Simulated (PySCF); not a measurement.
**[Dy(O2)2]−: forces at shaken geometries**

How stiff is [Dy(O2)2]−? Its atoms are displaced at random by several amounts. The structure is generated, not taken from experiment.

Program: PySCF 2.14.0. Level of theory: BP86, Dy lcecp-1-SVP with ECP55, O def2-SVP; scalar-relativistic core potentials, no spin–orbit coupling. These are calculated values, not measurements.

2 further runs of the same task are left out: 2 for a known fault of the program.

## 1. Where the work starts

5 atoms, charge -1, spin multiplicity 1.

Bond lengths: Dy1–O2 2.143 Å, Dy1–O3 2.143 Å, Dy1–O4 2.143 Å, Dy1–O5 2.143 Å. Angles: O2–Dy1–O3 41.8°, O2–Dy1–O4 150.8°, O2–Dy1–O5 150.8°, O3–Dy1–O4 150.8°, O3–Dy1–O5 150.8°, O4–Dy1–O5 41.8°.

Geometry (Å):

```
atom    x (Å)    y (Å)    z (Å)
 Dy1   0.0000   0.0000   0.0000
  O2   0.5408   0.5408   2.0020
  O3  -0.5408  -0.5408   2.0020
  O4   0.5408  -0.5408  -2.0020
  O5  -0.5408   0.5408  -2.0020
```

Formal oxidation states: Dy +3. Each metal's 9 4f electrons lie in its core potential, so multiplicities, spins and levels count the valence alone. An earlier session relaxed this geometry at BP86, Dy lcecp-1-SVP with ECP55, O def2-SVP (singlet, point group D2d).

Its energy there is -337.802221 Eh.

## 2. Atoms moved at random, σ = 0.15 Å

Contents of run.py (the lines that set the calculation):

```python
mol = gto.M(atom='''
Dy     0.02141     0.01610     0.18697
O      0.67349     0.69156     2.16900
O     -0.53165    -0.52466     1.85195
O      0.38194    -0.64673    -2.22833
O     -0.54519     0.46374    -1.97958''',
    basis={'Dy': 'lcecp-1-SVP', 'O': 'def2-SVP'},
    ecp={'Dy': 'lcecp-1-SVP'},
    charge=-1, spin=0)
mf = dft.RKS(mol, xc='B88,P86')
mf.grids.atom_grid = (50, 194)  # f atoms: unpruned, at least (60, 302)
mf = mf.density_fit()  # fitting sets: Dy AutoAux, O def2-universal-JKFIT
mf.conv_tol = 1e-08; mf.max_cycle = 55
mf.kernel(dm0)  # dm0: the density of the relaxed state
```

Command:

```
OMP_NUM_THREADS=2 python run.py
```

## 3. Atoms moved at random, σ = 0.03 Å

Contents of run.py (the lines that set the calculation):

```python
mol = gto.M(atom='''
Dy    -0.00624    -0.01333    -0.01131
O      0.52976     0.57148     2.04342
O     -0.53037    -0.55176     2.01992
O      0.51898    -0.50388    -2.03352
O     -0.51214     0.49749    -2.01851''',
    basis={'Dy': 'lcecp-1-SVP', 'O': 'def2-SVP'},
    ecp={'Dy': 'lcecp-1-SVP'},
    charge=-1, spin=0)
mf = dft.RKS(mol, xc='B88,P86')
mf.grids.atom_grid = (50, 194)  # f atoms: unpruned, at least (60, 302)
mf = mf.density_fit()  # fitting sets: Dy AutoAux, O def2-universal-JKFIT
mf.conv_tol = 1e-08; mf.max_cycle = 55
mf.kernel(dm0)  # dm0: the density of the relaxed state
```

## 4. Atoms moved at random, σ = 0.03 Å

Contents of run.py (the lines that set the calculation):

```python
mol = gto.M(atom='''
Dy     0.01643    -0.00300    -0.00517
O      0.53382     0.56093     1.99730
O     -0.55255    -0.55941     1.97319
O      0.50337    -0.50957    -1.98985
O     -0.50107     0.51105    -1.97547''',
    basis={'Dy': 'lcecp-1-SVP', 'O': 'def2-SVP'},
    ecp={'Dy': 'lcecp-1-SVP'},
    charge=-1, spin=0)
mf = dft.RKS(mol, xc='B88,P86')
mf.grids.atom_grid = (50, 194)  # f atoms: unpruned, at least (60, 302)
mf = mf.density_fit()  # fitting sets: Dy AutoAux, O def2-universal-JKFIT
mf.conv_tol = 1e-08; mf.max_cycle = 55
mf.kernel(dm0)  # dm0: the density of the relaxed state
```

What does the calculation give? Wanted: for each run, σ; energy rise; harmonic estimate −½ F·u; largest force component.

The runs gave:

| σ (Å) | energy rise (eV) | harmonic estimate −½ F·u (eV) | largest force component (eV/Å) |
| --- | --- | --- | --- |
| 0.15 | 1.720 | 1.416 | 7.05 |
| 0.03 | 0.107 | 0.113 | 1.36 |
| 0.03 | 0.120 | 0.129 | 1.57 |

Every displacement raises the energy. For a harmonic well the rise equals −½ F·u; the two differ by at most 18 % here (a move with σ = 0.15 Å), from anharmonicity, the grid and the small forces left at the relaxed point. These are double-zeta-type bases without diffuse functions. Spin–orbit coupling is left out.
